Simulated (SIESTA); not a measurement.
Here is a SIESTA 5.4.2 calculation.

File Mn3NiO4.fdf:

```
SystemName                      Mn3NiO4
SystemLabel                     Mn3NiO4
NumberOfSpecies                 3
NumberOfAtoms                   8
%block ChemicalSpeciesLabel
  1  28 Ni
  2  25 Mn
  3   8 O
%endblock ChemicalSpeciesLabel

LatticeConstant                 1.0 Ang
%block LatticeVectors
     3.1486460000     0.0000000000     0.0000000000
     0.0000000000     3.1486460000     0.0000000000
     0.0000000000     0.0000000000     8.8907810000
%endblock LatticeVectors
AtomicCoordinatesFormat         Fractional
%block AtomicCoordinatesAndAtomicSpecies
    -0.0047650000     0.0101950000     0.0029780000  1  Ni
     0.5084280000     0.4924650000     0.2438400000  2  Mn
     0.0170730000    -0.0090150000     0.4993560000  2  Mn
     0.4977140000     0.5046650000     0.7516100000  2  Mn
     0.4935460000     0.5046180000     0.4949000000  3  O
     0.0060990000    -0.0088730000     0.7554180000  3  O
     0.4874070000     0.4876610000     0.0010070000  3  O
    -0.0044120000     0.0081040000     0.2422880000  3  O
%endblock AtomicCoordinatesAndAtomicSpecies

%block kgrid.MonkhorstPack
    8   0   0  0.0
    0   8   0  0.0
    0   0   3  0.0
%endblock kgrid.MonkhorstPack
XC.Functional                   GGA
XC.Authors                      PBEsol
PAO.BasisSize                   DZP
PAO.EnergyShift                 0.003 Ry
Mesh.Cutoff                     800 Ry
Spin                            polarized
%block DM.InitSpin
    1   1.000
    2   4.000
    3   4.000
    4   4.000
    5   0.000
    6   0.000
    7   0.000
    8   0.000
%endblock DM.InitSpin
OccupationFunction              FD
ElectronicTemperature           0.05 eV
MaxSCFIterations                200
SCF.MustConverge                false
SCF.Mixer.Method                Pulay
SCF.Mixer.Weight                0.1
SCF.Mixer.History               10
SCF.DM.Tolerance                5.0e-05
SCF.H.Tolerance                 1.0e-03 eV
WriteForces                     true
Charge.Mulliken                 end
%block PAO.Basis
  Ni 5
  n=3 0 2
    2.437 0.000
  n=4 0 2
    7.067 0.000
  n=3 1 2
    2.721 0.000
  n=4 1 1
    7.067
  n=3 2 2
    4.466 0.000
  Mn 5
  n=3 0 2
    2.738 0.000
  n=4 0 2
    7.595 0.000
  n=3 1 2
    3.070 0.000
  n=4 1 1
    7.595
  n=3 2 2
    5.098 0.000
%endblock PAO.Basis
```

Potentials or basis: PseudoDojo 0.4 standard (PBEsol files), DZP (energy shift 0.003 Ry; two zetas on semicore shells).

The run is started by

```bash
$ siesta < Mn3NiO4.fdf > Mn3NiO4.out 2>&1
```

Q: Estimate the largest force.

A: 1.119 eV/Å.

Q: What does it give for the pressure?

A: -11.5 GPa.

Q: Estimate the site moments.

A: Ni +1.41; Mn +4.60, +4.72, +4.65; O +0.17, +0.20, +0.27 μB.

Stress tensor (GPa, compression positive):
```
-10.55  -0.21   0.05
 -0.21 -10.51  -0.08
  0.05  -0.08 -13.56
```

Caveat: short orbitals over semicore shells can move pressures by several GPa; the basis of atomic orbitals isn't converged, which shifts pressures, moduli and gaps; only a ferromagnetic start was run, and an antiferromagnetic order may lie lower in energy.
